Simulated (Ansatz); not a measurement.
The system is NiMoIrPdW.

```
Ni Mo Pd Ir W
1.0
     2.77085    0.00000    0.00000
    -1.38543    2.39963    0.00000
     0.00000    0.00000   22.01961
Ni Mo Pd Ir W
2 2 2 2 2
Direct
  0.33333 0.66667 0.85081
  0.66667 0.33333 0.14919
  0.66667 0.33333 0.76059
  0.33333 0.66667 0.23941
  0.33333 0.66667 0.05329
  0.66667 0.33333 0.94671
  0.33333 0.66667 0.65827
  0.66667 0.33333 0.34173
  0.33333 0.66667 0.44418
  0.66667 0.33333 0.55582
```

The cell was built by a generator and needn't be a form met in nature.

Base run:

```yaml
Program: Ansatz 0.2.0
Functional: PBE
Potentials_or_basis: Ansatz PAW
Cutoff: "420 eV (not typed: the program's choice for these potentials)"
k_mesh: 11 × 11 × 2
Occupations: fermi-dirac, width 0.05 eV
Spin: collinear spin, ferromagnetic start
Starting_moments: "[1.0, 1.0, 1.0, 1.0, 0.0, 0.0, 0.6, 0.6, 0.0, 0.0] μB"
```

Its results: band gap on the k mesh none (metal or under the smearing width); pressure 0.0 GPa; net moment 0.00 μB per cell; largest force 0.095 eV/Å.

The run is repeated on the same cell with these changes: hubbard terms from none to Ir d U = 2 eV, Mo d U = 2 eV, Ni d U = 2 eV, Pd d U = 2 eV, W d U = 2 eV; hubbard projectors from none to ortho-atomic (the default). What comes out?

Band gap on the k mesh none (metal or under the smearing width); pressure 0.3 GPa; net moment 0.50 μB per cell; site moments Ni +0.18; Mo +0.02; Pd +0.06; Ir -0.00; W -0.00 μB; largest force 0.132 eV/Å.

Caveats: the starting moments weren't kept; the magnetic or orbital state may not be the lowest (some runs); the U is typed as a test and isn't derived for this compound (some runs).
